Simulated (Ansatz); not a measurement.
# HPbNO4 (P2_1/m) in Ansatz: relaxation of cell and atoms with PBE+D3(BJ)-ATM

Aim: the relaxation of cell and atoms of HPbNO4 with PBE+D3(BJ)-ATM.

All numbers are computed with Ansatz 0.2.0; they aren't measurements. Logs are shortened: lines on timing, memory, paths and dates and some standing lists are left out, and cuts for length are marked.

## 1. The structure

Symmetry: P2_1/m, No. 11, monoclinic system. The conventional cell has a = 6.859 Å, b = 4.229 Å, c = 8.026 Å, α = 90.00°, β = 114.99°, γ = 90.00°. H (site symmetry m) is surrounded by 1 O at 0.99 Å. Pb (site symmetry m) has 5 O at 2.47 to 2.74 Å as nearest neighbours. N (site symmetry m) has 3 O at 1.24 to 1.28 Å as nearest neighbours. O (site symmetry m) is surrounded by 1 H at 0.99 Å. O (site symmetry m) is surrounded by 1 N at 1.24 Å. Around O (site symmetry m) lie 1 N at 1.27 Å. Around O (site symmetry m) lie 1 N at 1.28 Å.

The cell was built by a generator and needn't be a form met in nature.

## 2. Relaxation of cell and atoms, PBE+D3(BJ)-ATM

The input, input.yaml:

```yaml
crystal:
  lattice:
    - [6.85876, 0.0, -0.01491]
    - [0.0, 4.22865, 0.0]
    - [-3.37519, 0.0, 7.28194]
  atoms:
    - { symbol: H, position: [0.22549, 0.75, 0.5073] }
    - { symbol: H, position: [0.77451, 0.25, 0.4927] }
    - { symbol: Pb, position: [0.30229, 0.25, 0.28494] }
    - { symbol: Pb, position: [0.69771, 0.75, 0.71506] }
    - { symbol: "N", position: [0.21484, 0.75, 0.83567] }
    - { symbol: "N", position: [0.78516, 0.25, 0.16433] }
    - { symbol: O, position: [0.33078, 0.75, 0.45338] }
    - { symbol: O, position: [0.40909, 0.75, 0.86901] }
    - { symbol: O, position: [0.15508, 0.75, 0.96537] }
    - { symbol: O, position: [0.07083, 0.75, 0.66955] }
    - { symbol: O, position: [0.66922, 0.25, 0.54661] }
    - { symbol: O, position: [0.59091, 0.25, 0.13099] }
    - { symbol: O, position: [0.84492, 0.25, 0.03463] }
    - { symbol: O, position: [0.92917, 0.25, 0.33045] }
hamiltonian:
  xc: pbe
  pseudopotentials: { kind: paw }
  dispersion: d3bjatm
kpoints:
  mp_grid: { grid: [3, 5, 3] }
scf:
  occupations: { method: fermi_dirac, width: 0.05 }
output:
  forces: true
  stress: true
  eigenvalues: true
relax:
  f_tol: 0.01
  max_steps: 40
  cell: { stress_tol: 0.05 }
```

Potentials or basis: Ansatz PAW.

Run with:

```bash
> ansatz run input.yaml --threads 8 --pin off --max-ram 20480MiB --backend cpu --events-out ev --progress --plain --runs-dir out
```

What it wrote:

```text
Warning: the atoms were moved onto the symmetric positions of the space group found under crystal.symmetry.tolerance 1.0e-5 (fractional; no operation is sought that the atoms, as they stand in a round, miss by more than twice it, and no atom is moved by as much as it), and the run uses the moved positions. Before a round's move an operation carried an atom to 6.88e-5 Å from where it should land, the largest such distance. Atom 6 (counting from 0) moved farthest, by 4.01e-5 Å; the longest move in fractions of the cell, of whichever atom, is 0.49 of the tolerance, in 1 round. To run the atoms as typed, lower crystal.symmetry.tolerance until the operations that they miss are no longer found, or set crystal.symmetry.detect: false (a key that needs symmetry detection or time reversal refuses this as the deck is read). The positions used, in the order of the run's atom list: position: [0.22549, 0.75, 0.5073]; position: [0.77451, 0.25, 0.49269999999999997]; position: [0.30229, 0.25, 0.28493999999999997]; position: [0.69771, 0.75, 0.7150599999999999]; position: [0.21484, 0.75, 0.83567]; position: [0.78516, 0.25, 0.16432999999999995]; position: [0.33078, 0.75, 0.4533849999999999]; position: [0.40909, 0.75, 0.86901]; position: [0.15508, 0.75, 0.96537]; position: [0.07083, 0.75, 0.66955]; position: [0.66922, 0.25, 0.546615]; position: [0.59091, 0.25, 0.13099]; position: [0.84492, 0.25, 0.03462999999999999]; position: [0.92917, 0.25, 0.33044999999999997];
Warning: RAYON_NUM_THREADS=8 ignored (pool sized by the plan → 8); use --threads N
Engine: ansatz 0.2.0, aarch64-unknown-linux-gnu
Pseudopotentials: kind: paw
Pseudopotential: H, paw, valence charge 1, recommended cutoff 420 eV (normal), H.paw.azcp
Pseudopotential: Pb, paw, valence charge 14, recommended cutoff 420 eV (normal), Pb.paw.azcp
Pseudopotential: N, paw, valence charge 5, recommended cutoff 420 eV (normal), N.paw.azcp
Pseudopotential: O, paw, valence charge 6, recommended cutoff 420 eV (normal), O.paw.azcp
Functional definition: PBE
  parameter kappa = 0.804
  parameter beta = 0.06672455060314922
  exchange = pbe_x(kappa = kappa, mu = beta*pi^2/3)
  correlation = pbe_c(beta = beta)
Crystal: 14 atoms, lattice volume = 210.987 Å³
Basis set: ecut = 420 eV, 4123 PW (Γ), exchange–correlation on 96×60×108 points (8 copies of the dense FFT grid, shifted against one another)
Bands: 58, of which v1, the nominal top of the filled ones, is band 44 counted from 1 (43 counted from 0)
Symmetry: 4 space group operations
Space group: P21/m (ITA 11), of the structure as read, at distance tolerance 6.0e-5 Å
k-points: 15 of 45
Non-local potential: H, projectors of the file, l = 0: 2, l = 1: 1
Non-local potential: Pb, projectors of the file, l = 0: 2, l = 1: 2, l = 2: 2, l = 3: 2
Non-local potential: N, projectors of the file, l = 0: 2, l = 1: 2, l = 2: 1
Non-local potential: O, projectors of the file, l = 0: 2, l = 1: 2, l = 2: 1
PAW form: soft (Blöchl's): semilocal exchange-correlation on the pseudo side does not see the compensation charge
PAW one-centre angular grid: H, 110 points (default); XC on 64 Gauss nodes
PAW one-centre angular grid: Pb, 590 points (default); XC on 64 Gauss nodes
PAW one-centre angular grid: N, 110 points (default); XC on 64 Gauss nodes
PAW one-centre angular grid: O, 110 points (default); XC on 64 Gauss nodes
Initial density: superposition of atomic densities (neutral atoms: chi_scale 0, normalization atom), corrected by the library's trained network
Initial wavefunctions: pseudopotential atomic-orbital guess
Functional: x = pbe(κ = 0.804, μ = 0.2195149727645171), c = pbe(β = 0.06672455060314922)
SCF iter   1: F=—  HF=-29144.495276 eV  |F-HF|=—  |Δ(HF+E_count)|=         —  Δρ=3.45e-3  dr2=4.14e-2  ethr=1.77e-3  ⟨swp⟩=6.0  Hψ=3780  notcnv=0  defer=28
preconditioner: auto → Resta (q_TF=auto, 2.358 Å⁻¹)  ε∞=3.2  [insulator: Δε(μ)=3.258 eV  Ē_g=16.343 eV  σ=0.050 eV  W_gap=1.00  n_scr=48 (ndim 8)  ℏωp=24.0 eV  f_vac=0.199  D(μ)=0.00/eV (n_scr^D=0)  ε∞_Penn≈3.2]
SCF iter   2: F=—  HF=-29144.485912 eV  |F-HF|=—  |Δ(HF+E_count)|=   9.36e-3  Δρ=2.01e-3  dr2=9.28e-3  ethr=4.70e-5  ⟨swp⟩=2.0  Hψ=1354  notcnv=0  defer=104
SCF iter   3: F=—  HF=-29144.484220 eV  |F-HF|=—  |Δ(HF+E_count)|=   1.69e-3  Δρ=1.01e-3  dr2=3.78e-3  ethr=1.05e-5  ⟨swp⟩=2.0  Hψ=1274  notcnv=0  defer=104
SCF iter   4: F=—  HF=-29144.483479 eV  |F-HF|=—  |Δ(HF+E_count)|=   7.41e-4  Δρ=5.26e-4  dr2=6.52e-4  ethr=4.29e-6  ⟨swp⟩=2.1  Hψ=1372  notcnv=0  defer=104
SCF iter   5: F=—  HF=-29144.483397 eV  |F-HF|=—  |Δ(HF+E_count)|=   8.20e-5  Δρ=2.49e-4  dr2=1.27e-4  ethr=7.40e-7  ⟨swp⟩=2.0  Hψ=1364  notcnv=0  defer=104
SCF iter   6: F=—  HF=-29144.483401 eV  |F-HF|=—  |Δ(HF+E_count)|=   3.60e-6  Δρ=8.99e-5  dr2=1.29e-5  ethr=1.45e-7  ⟨swp⟩=2.0  Hψ=1038  notcnv=0  defer=104
SCF iter   7: F=—  HF=-29144.483386 eV  |F-HF|=—  |Δ(HF+E_count)|=   1.53e-5  Δρ=3.03e-5  dr2=2.07e-6  ethr=1.46e-8  ⟨swp⟩=2.0  Hψ=1226  notcnv=0  defer=104
SCF iter   8: F=—  HF=-29144.483386 eV  |F-HF|=—  |Δ(HF+E_count)|=   7.60e-7  Δρ=2.43e-5  dr2=1.19e-6  ethr=2.35e-9  ⟨swp⟩=2.0  Hψ=1424  notcnv=0  defer=104
SCF iter   9: F=-29144.483386 eV  HF=-29144.483386 eV  |F-HF|=3.22e-8  |Δ(HF+E_count)|=   9.60e-8  Δρ=5.72e-6  dr2=5.36e-8  ethr=1.14e-10  ⟨swp⟩=12.9  Hψ=5130  notcnv=0
WARN: dispersion: an atom stands within reach of a switch of its C6 between two reference coordination numbers of its element: through that C6 alone, e_disp changes by 0.025 eV or more while the distances to its neighbours run over a stretch of 0.05 Å that contains this geometry (sites counted from 0 in the run's list of atoms or, in a supercell that it derives, in that cell's: here a list of 14) — site 2 (Pb): coordination number 3.197 (about 2.73 to 3.66 with every neighbour 0.05 Å farther or nearer), switch near 3.409 between the references 2.908 (weight 0.84) and 3.910 (weight 0.15), e_disp changing by some 0.03 eV; site 3 (Pb): coordination number 3.197 (about 2.73 to 3.66 with every neighbour 0.05 Å farther or nearer), switch near 3.409 between the references 2.908 (weight 0.84) and 3.910 (weight 0.15), e_disp changing by some 0.03 eV; some 0.05 eV in sum. This is how the published method behaves, and the energy and the forces stay consistent. Where you compare this geometry's total energy with another's, compare their components.e_disp too, and, where the geometries are yours to choose, keep both on one side of the switch, which a site's coordination number tells: a relaxation that ends in reach of it can search the other side under relax.adjacent_minimum: search, except where no move that the cell, the constraints and the symmetry allow carries the atom there
SCF 1 converged in 9 iterations: F = -29144.483386 eV  dr2 = 5.36e-8
[... 170 lines left out ...]
Free energy (F): -29144.500515 eV
Harris-Foulkes:  -29144.500515 eV  (|F-HF|=2.26e-10)
Internal energy: -29144.500515 eV  (E = F + TS)
E sigma→0 (E₀):  -29144.500515 eV
Fermi energy:    4.450662 eV
--- Per-component energies (eV) ---
  E_band       = -597.148501
  E_kinetic    = 2255.681923
  E_local      = -7202.811103  (includes V_loc(G=0)·N_el)
  E_nonlocal   = 1180.078469
  E_hartree    = 2666.745202
  E_xc         = -1162.184493
  E_vxc        = -1182.504404  (∫ρ·V_xc dr)
  E_paw        = -22323.023182  (= ΣΔE_a)
  E_vpaw       = -981.101336  (= ΣTr[D̂ρ^β])
  E_aug_tail   = 0.017266  (compensation charges beyond the density's cutoff)
  E_ewald      = -4557.626709
  E_disp       = -1.377888  (pairwise vdW)
  E_smearing   = -0.000000  (= −TS)
  E_closure    = 0.000000  (closes the sum)
  Σ components = -29144.500515   (vs F -29144.500515, Δ=0.00e0)
--- Forces (eV/Å), atoms counted from 1 ---
  atom   1  H     -0.00074828     0.00000000    -0.00240352
  atom   2  H      0.00074828     0.00000000     0.00240352
  atom   3  Pb    -0.00138381     0.00000000     0.00388171
  atom   4  Pb     0.00138381     0.00000000    -0.00388171
  atom   5  N     -0.00576343     0.00000000     0.00041648
  atom   6  N      0.00576343     0.00000000    -0.00041648
  atom   7  O      0.00093685     0.00000000    -0.00149913
  atom   8  O      0.00543044     0.00000000     0.00065330
  atom   9  O      0.00048472     0.00000000    -0.00230626
  atom  10  O     -0.00360786     0.00000000     0.00046960
  atom  11  O     -0.00093685     0.00000000     0.00149913
  atom  12  O     -0.00543044     0.00000000    -0.00065330
  atom  13  O     -0.00048472     0.00000000     0.00230626
  atom  14  O      0.00360786     0.00000000    -0.00046960
  max |Σ_I F_I| component: 8.67e-19 eV/Å
--- Stress (GPa, compression-positive) ---
        0.005775       0.000000       0.020304
        0.000000      -0.029922       0.000000
        0.020303       0.000000      -0.026414
  P = ⅓ Tr σ = -0.0169 GPa (-0.169 kbar)
--- Band table (eV; the first three rows and the last of 15) ---
  k-point 0: bands = ["-22.6999", "-22.6538", "-17.4086", "-17.2994", "-17.0310", "-16.9729", "-15.0293", "-14.8514", "-12.3217", "-12.3023", "-12.2982", "-12.2908", "-12.2786", "-12.2770", "-12.2694", "-12.2645", "-12.2177", "-12.0296", "-7.0045", "-6.4218", "-4.7835", "-4.7765", "-4.7656", "-4.5882", "-4.4668", "-4.2369", "-3.5430", "-3.0640", "-1.6007", "-0.6658", "-0.0982", "0.4415", "0.5895", "0.6328", "0.9747", "1.0633", "1.1514", "1.2082", "1.4333", "1.5016", "1.6009", "2.5044", "2.5077", "2.8650", "6.0884", "6.7888", "7.0833", "7.1495", "8.5531", "8.8949", "9.1903", "9.2594", "10.0387", "10.1545", "11.8688", "12.6092", "12.6770", "13.1980"]
  k-point 1: bands = ["-22.6971", "-22.6567", "-17.4035", "-17.3035", "-17.0187", "-16.9893", "-15.0252", "-14.8496", "-12.3217", "-12.3019", "-12.2980", "-12.2914", "-12.2799", "-12.2747", "-12.2684", "-12.2632", "-12.2197", "-12.0326", "-6.9917", "-6.4989", "-4.9442", "-4.7683", "-4.6037", "-4.5233", "-4.4230", "-4.2789", "-3.3910", "-3.0937", "-1.6746", "-0.8882", "-0.0172", "0.3691", "0.3935", "0.7299", "0.9376", "1.1590", "1.3221", "1.4256", "1.4527", "1.4788", "1.4867", "2.4759", "2.5888", "2.7447", "6.1386", "6.6928", "7.0836", "7.1199", "8.1258", "8.7033", "9.4774", "9.9697", "10.0526", "10.5966", "11.5251", "12.0551", "12.8853", "13.0620"]
  k-point 2: bands = ["-22.6934", "-22.6562", "-17.3964", "-17.3080", "-17.0239", "-16.9768", "-15.0074", "-14.8645", "-12.3141", "-12.3109", "-12.3001", "-12.2825", "-12.2794", "-12.2647", "-12.2567", "-12.2536", "-12.1891", "-12.0230", "-6.9526", "-6.4833", "-4.8565", "-4.7368", "-4.6598", "-4.6520", "-4.4314", "-4.2632", "-3.5546", "-3.0775", "-1.9686", "-1.0428", "-0.1273", "0.4596", "0.6620", "0.6886", "0.7920", "1.0563", "1.1644", "1.2448", "1.3917", "1.5938", "1.8656", "2.4969", "2.5330", "2.7792", "6.0672", "6.6411", "7.4623", "7.5140", "8.2685", "8.7195", "9.0334", "9.3027", "10.1609", "10.5535", "11.8599", "12.5432", "13.1666", "13.3991"]
  k-point 14: bands = ["-22.6768", "-22.6648", "-17.3671", "-17.3397", "-17.0024", "-16.9930", "-14.9575", "-14.9015", "-12.3054", "-12.2984", "-12.2918", "-12.2863", "-12.2776", "-12.2670", "-12.2298", "-12.2245", "-12.1106", "-12.0392", "-6.7411", "-6.6242", "-4.9535", "-4.8777", "-4.5983", "-4.5944", "-4.3301", "-4.2930", "-3.4270", "-3.4170", "-2.1783", "-1.9730", "0.3669", "0.3935", "0.5072", "0.6441", "0.8962", "1.0210", "1.1791", "1.2537", "1.4867", "1.5280", "2.1980", "2.2995", "2.6505", "2.7580", "6.2103", "6.3732", "7.4656", "7.7488", "8.2399", "8.5931", "8.9965", "9.3322", "11.2373", "11.4219", "11.7212", "11.7905", "12.9772", "13.2445"]
--- Relaxed structure (10 steps of the walk, 7 accepted, 2 SCFs on fresh bases) ---
  F+E_penalty+E_count = -29144.50051515 eV   max|allowed force component| = 5.763e-3 eV/Å   (the final SCF, on the basis selected at the relaxed cell)
  cell:  # Å, volume = 205.9936 Å³
    - [6.886857860961689, 3.504581423275067e-18, 0.0008732315919511274]
    - [2.1329192719966228e-18, 4.1684301614574455, -1.2774436588367113e-17]
    - [-3.3724919233773627, -2.3700634615762547e-17, 7.1752018307760075]
  atoms:
    - { symbol: H, position: [0.22514593849044076, 0.7500000000000001, 0.5117964873062247] }
    - { symbol: H, position: [0.7748540615095594, 0.25, 0.48820351269377504] }
    - { symbol: Pb, position: [0.2993213925235327, 0.25, 0.28106948944102655] }
    - { symbol: Pb, position: [0.7006786074764675, 0.7500000000000001, 0.7189305105589733] }
    - { symbol: N, position: [0.21775053547999318, 0.7500000000000001, 0.8376022448319108] }
    - { symbol: N, position: [0.7822494645200068, 0.25, 0.1623977551680888] }
    - { symbol: O, position: [0.32893840458339435, 0.7500000000000001, 0.456050356361296] }
    - { symbol: O, position: [0.41164697973853054, 0.7500000000000001, 0.8739320923486947] }
    - { symbol: O, position: [0.15642070139038594, 0.7500000000000001, 0.9681229654337156] }
    - { symbol: O, position: [0.0753148471791375, 0.7500000000000001, 0.6690089893385864] }
    - { symbol: O, position: [0.6710615954166059, 0.25, 0.5439496436387037] }
    - { symbol: O, position: [0.5883530202614695, 0.25, 0.12606790765130496] }
    - { symbol: O, position: [0.8435792986096146, 0.25, 0.03187703456628425] }
    - { symbol: O, position: [0.9246851528208624, 0.25, 0.3309910106614134] }
```

Run time: 27 s. Hardware: 8 threads of Arm Neoverse V1, shared host; peak memory 0.83 GiB.

Results:

```
Free energy                            : -29144.5005 eV
Relaxed volume                         : 14.71 Å³/atom
Relaxed cell                           : a = 6.887 Å, b = 4.168 Å, c = 7.928 Å, α = 90.00°, β = 115.17°, γ = 90.00°
Space group after relaxing (to 0.05 Å) : P2_1/m (No. 11)
Energy gained by relaxing              : 1.2 meV/atom
Ionic steps                            : 9
Pressure after relaxing                : 0.0 GPa
Largest force after relaxing           : 0.006 eV/Å
Band gap on the k mesh                 : 3.08 eV, indirect (least direct gap 3.22 eV)
```

Forces in eV/Å, atoms in the order of the input:
```
H   -0.001  0.000 -0.002
H    0.001  0.000  0.002
Pb  -0.001  0.000  0.004
Pb   0.001  0.000 -0.004
N   -0.006  0.000  0.000
N    0.006  0.000  0.000
O    0.001  0.000 -0.001
O    0.005  0.000  0.001
O    0.000  0.000 -0.002
O   -0.004  0.000  0.000
O   -0.001  0.000  0.001
O   -0.005  0.000 -0.001
O    0.000  0.000  0.002
O    0.004  0.000  0.000
```

Step by step:
| step | energy change (eV) | largest force (eV/Å) | volume (Å³) |
| --- | --- | --- | --- |
| 1 | 0.0000 | 0.1098 | 210.99 |
| 2 | -0.0249 | 0.1585 | 207.76 |
| 3 | -0.0303 | 0.1310 | 206.79 |
| 4 | -0.0320 | 0.0372 | 206.53 |
| 5 | -0.0318 | 0.0072 | 206.63 |
| 6 | -0.0164 | 0.0076 | 206.63 |
| 7 | -0.0205 | 0.0341 | 205.58 |
| 8 | -0.0193 | 0.0056 | 205.99 |
| 9 | -0.0171 | 0.0058 | 205.99 |

Final structure:
```xyz
14
Lattice="6.8869 0.0000 0.0009 0.0000 4.1684 0.0000 -3.3725 0.0000 7.1752" Properties=species:S:1:pos:R:3 pbc="T T T"
H    -0.1755    3.1263    3.6724
H     3.6898    1.0421    3.5036
Pb    1.1135    1.0421    2.0170
Pb    2.4009    3.1263    5.1591
N    -1.3252    3.1263    6.0102
N     4.8396    1.0421    1.1659
O     0.7273    3.1263    3.2725
O    -0.1124    3.1263    6.2710
O    -2.1877    3.1263    6.9466
O    -1.7375    3.1263    4.8003
O     2.7870    1.0421    3.9035
O     3.6267    1.0421    0.9051
O     5.7021    1.0421    0.2295
O     5.2519    1.0421    2.3757
```

Levels at points of the mesh, in eV from the valence-band top:
```tsv
k point	band 41	band 42	band 43	band 44	band 45	band 46	band 47	band 48
(0.00, 0.00, 0.00)	-1.32	-0.41	-0.41	-0.05	3.17	3.87	4.17	4.23
```

Caveat: odd divisions of the mesh miss points on the zone boundary, where band edges often lie, so the gap on the mesh can be too wide; the plane-wave basis is chosen anew once the cell has moved, so the energies of steps on either side of that aren't comparable; the pressure holds a Pulay correction of +0.6 GPa for the finite cutoff; spin-orbit coupling is left out, which as a rule narrows the gap of such compounds by several tenths of an eV. A k mesh can miss the band edges.
